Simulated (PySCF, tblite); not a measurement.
# Al₉N₉: electronic excitations

Aim: compute the electronic excitations of Al₉N₉.

Programs: tblite 0.8.0 and PySCF 2.14.0, with routines of our own; each step states its level. All values are computed. Atoms count from 0.

## 1. The system as given

18 atoms, charge 0, multiplicity 1; geometry from: force field, distance geometry or constructed start.

## 2. Relaxing the molecule with GFN2-xTB

Job settings and geometry (Å):

```
{"job": {"kind": "relax", "xc": "GFN2-xTB", "basis": "xTB"}, "charge": 0, "multiplicity": 1}
Al    -1.611700    -0.972200     0.728900
Al     1.813100    -0.885100     0.034500
Al     1.838000     1.659800     1.069800
Al     1.167300     0.143700    -2.431000
Al    -0.200700     1.856900    -0.768500
Al    -0.150300    -2.486400    -1.032900
Al    -1.353400     1.586900     1.705100
Al    -2.014700     0.065200    -1.783800
Al     0.520400    -0.965200     2.462800
N      1.629000     0.978800    -0.735800
N      2.024200    -0.061300     1.795400
N     -1.835800     0.894100    -0.041800
N     -1.843600    -1.669800    -1.073500
N      1.359100    -1.594000    -1.723000
N      0.146400     2.502200     1.040200
N      0.199700    -1.874900     0.785400
N     -0.520200     0.965800    -2.476900
N     -1.172100    -0.140600     2.438300
```

Command:

```sh
$ OMP_NUM_THREADS=1 python large_run.py task.json out
```

This one command runs all jobs of the session in turn.

Log:

```text
step      E/eV     max force
  0    -986.50036    2.926
  1    -987.44347    2.416
  2    -989.04219    1.405
  3    -989.20095    0.642
  4    -989.25082    0.462
  5    -989.32052    0.312
  6    -989.32977    0.336
  7    -989.35968    0.310
  8    -989.37011    0.212
  9    -989.37877    0.151
 10    -989.38298    0.107
 11    -989.38588    0.057
 12    -989.38666    0.041
 13    -989.38690    0.027
 14    -989.38704    0.020
 15    -989.38716    0.016
```

It took 0.61 s on 1 thread of Arm Neoverse V1, shared host; peak memory 0.16 GiB.

Step by step:

```tsv
step	energy from step 0 (eV)	largest force (eV/Å)
0	0.0000	2.9263
1	-0.9431	2.4159
2	-2.5418	1.4051
3	-2.7006	0.6429
4	-2.7505	0.4621
5	-2.8202	0.3126
6	-2.8294	0.3360
7	-2.8593	0.3097
8	-2.8697	0.2120
9	-2.8784	0.1513
10	-2.8826	0.1072
11	-2.8855	0.0571
12	-2.8863	0.0417
13	-2.8865	0.0269
14	-2.8867	0.0203
15	-2.8868	0.0157
```

Distances of close pairs at the start and the end, largest changes first:

```tsv
bond	before (Å)	after (Å)	change (Å)
Al2–Al4	2.752	2.563	-0.189
Al1–Al8	2.752	2.563	-0.189
Al3–Al4	2.751	2.563	-0.188
Al0–Al6	2.751	2.563	-0.188
Al1–Al5	2.749	2.563	-0.186
Al1–Al3	2.748	2.563	-0.186
Al0–Al8	2.748	2.563	-0.185
Al0–Al7	2.748	2.563	-0.185
```

The end geometry stands in the next job.

## 3. Electronic excitations: TDA PBE0/6-31G*

Job settings and geometry (Å):

```
{"job": {"kind": "uv", "basis": "6-31G*", "grid": 1, "kgrid": 0, "vcut": 1.5, "nstates": 6, "ntriplets": 2, "tda": true, "delta": [], "pop": true, "xc": "PBE0"}, "charge": 0, "multiplicity": 1}
Al    -1.488533    -0.893543     0.672644
Al     1.671737    -0.817185     0.036756
Al     1.623906     1.516634     1.095145
Al     0.981701     0.049401    -2.274373
Al    -0.184370     1.711703    -0.710469
Al    -0.160421    -2.231998    -1.063215
Al    -1.143107     1.449349     1.652010
Al    -1.785618    -0.017825    -1.717710
Al     0.482096    -0.764839     2.306276
N      1.621202     0.974188    -0.733657
N      2.101892    -0.075204     1.839895
N     -1.821887     0.890674    -0.040911
N     -1.909108    -1.724324    -1.093934
N      1.414784    -1.643683    -1.762467
N      0.149630     2.584521     1.054012
N      0.200266    -1.864384     0.773110
N     -0.537366     1.015813    -2.548680
N     -1.222058    -0.155408     2.508672
```

Method: TDA PBE0/6-31G*, vertical, gas phase, core orbitals frozen in the response, virtual orbitals cut by energy.

Log:

```text
start: PBE on a coarse grid of 22778 points
cycle   1  E = -2672.7611536910  dE =  4.063e+00  |g| = 1.818e+00  |ddm| = 6.126e+00
cycle   2  E = -2666.8138788124  dE =  5.947e+00  |g| = 4.577e+00  |ddm| = 2.043e+01
cycle   3  E = -2673.5559636951  dE = -6.742e+00  |g| = 4.505e-01  |ddm| = 1.894e+01
cycle   4  E = -2673.5536406691  dE =  2.323e-03  |g| = 5.350e-01  |ddm| = 1.440e+00
cycle   5  E = -2673.6066509041  dE = -5.301e-02  |g| = 2.842e-01  |ddm| = 7.842e-01
cycle   6  E = -2673.6269880190  dE = -2.034e-02  |g| = 4.705e-02  |ddm| = 3.467e-01
cycle   7  E = -2673.6272042473  dE = -2.162e-04  |g| = 3.850e-02  |ddm| = 9.452e-02
cycle   8  E = -2673.6275845641  dE = -3.803e-04  |g| = 6.990e-03  |ddm| = 5.399e-02
final grid: 94545 points
cycle   9  E = -2673.5566380918  dE = -1.540e-02  |g| = 4.851e-02  |ddm| = 6.285e-01
cycle  10  E = -2673.5557590335  dE =  8.791e-04  |g| = 7.787e-02  |ddm| = 1.876e-01
cycle  11  E = -2673.5572061213  dE = -1.447e-03  |g| = 1.052e-02  |ddm| = 9.847e-02
cycle  12  E = -2673.5572211380  dE = -1.502e-05  |g| = 7.697e-03  |ddm| = 2.108e-02
cycle  13  E = -2673.5572316958  dE = -1.056e-05  |g| = 6.498e-04  |ddm| = 1.228e-02
cycle  14  E = -2673.5572318641  dE = -1.683e-07  |g| = 6.527e-04  |ddm| = 1.859e-03
cycle  15  E = -2673.5572389084  dE = -7.044e-06  |g| = 1.519e-04  |ddm| = 8.662e-04
cycle  16  E = -2673.5572321977  dE =  6.711e-06  |g| = 3.333e-05  |ddm| = 2.374e-04
converged SCF energy = -2673.5572321977

Static polarisability (au): isotropic 217.155, principal 206.508 206.541 238.417

Singlet excitations
state   eV       nm        f      main configurations
  1   2.8862    429.6   0.01001   H->L 0.98
  2   2.8869    429.5   0.01001   H-1->L 0.98
  3   3.3970    365.0   0.00000   H-2->L 0.97
  4   3.5006    354.2   0.00000   H-3->L 0.94
  5   3.5013    354.1   0.00000   H-4->L 0.94
  6   3.6064    343.8   0.00000   H-5->L 0.98

Triplet excitations (Tamm-Dancoff, eV): 2.7334 2.7341
```

It took 66 s on 1 thread of Arm Neoverse V1, shared host; peak memory 0.71 GiB.

The orbitals next to the gap, with their largest atomic shares:

```tsv
orbital	eV	atoms
HOMO−4	-7.24	N17 16 %, N12 16 %, N9 12 %
HOMO−3	-7.24	N13 14 %, N10 14 %, N14 12 %
HOMO−2	-7.11	N11 10 %, N15 10 %, N9 9 %
HOMO−1	-6.58	N12 17 %, N17 17 %, N9 10 %
HOMO	-6.58	N16 13 %, N14 13 %, N13 13 %
LUMO	-2.70	Al8 10 %, Al2 10 %, Al6 10 %
LUMO+1	-1.56	Al8 11 %, Al5 11 %, Al7 11 %
LUMO+2	-1.31	Al8 26 %, Al5 25 %, Al2 12 %
LUMO+3	-1.31	Al6 24 %, Al7 23 %, Al2 16 %
```

With each of the 6 states as a Gaussian band of 0.4 eV half-width at 1/e, the curve within the window shown has maxima at 429 nm (ε 810) L/(mol cm). Beyond the last state computed it falls off for lack of states. The curve at chosen wavelengths:

| nm | ε (L/mol/cm) |
| --- | --- |
| 317 | 1 |
| 326 | 4 |
| 335 | 13 |
| 344 | 34 |
| 353 | 72 |
| 362 | 136 |
| 371 | 226 |
| 380 | 340 |
| 389 | 466 |
| 398 | 590 |
| 407 | 695 |
| 416 | 770 |
| 425 | 807 |
| 433 | 807 |
| 442 | 776 |
| 451 | 717 |
| 460 | 641 |
| 469 | 557 |
| 478 | 471 |
| 487 | 389 |
| 496 | 315 |
| 505 | 251 |
| 514 | 196 |
| 523 | 152 |
| 532 | 116 |
| 541 | 88 |

Ground-state properties from the same run:

```tsv
property	computed
dipole moment (D)	0.01
polarisability (Å³)	32.18
HOMO–LUMO gap (eV)	3.88
−ε(HOMO) (eV)	6.58
```

## 4. What came out

```
                    quantity                        value
lowest singlet (PBE0/6-31G*)  2.89 eV (430 nm), f = 0.010
              lowest triplet                      2.73 eV
```

In words: The lowest singlet, at 2.89 eV, is HOMO→LUMO 0.98 and is weak; of the 6 states computed, the strongest absorption comes from states 1 to 2 together at 2.89 eV. State 1 absorbs in the visible (430 nm). The lowest triplet lies 0.15 eV below the lowest singlet.
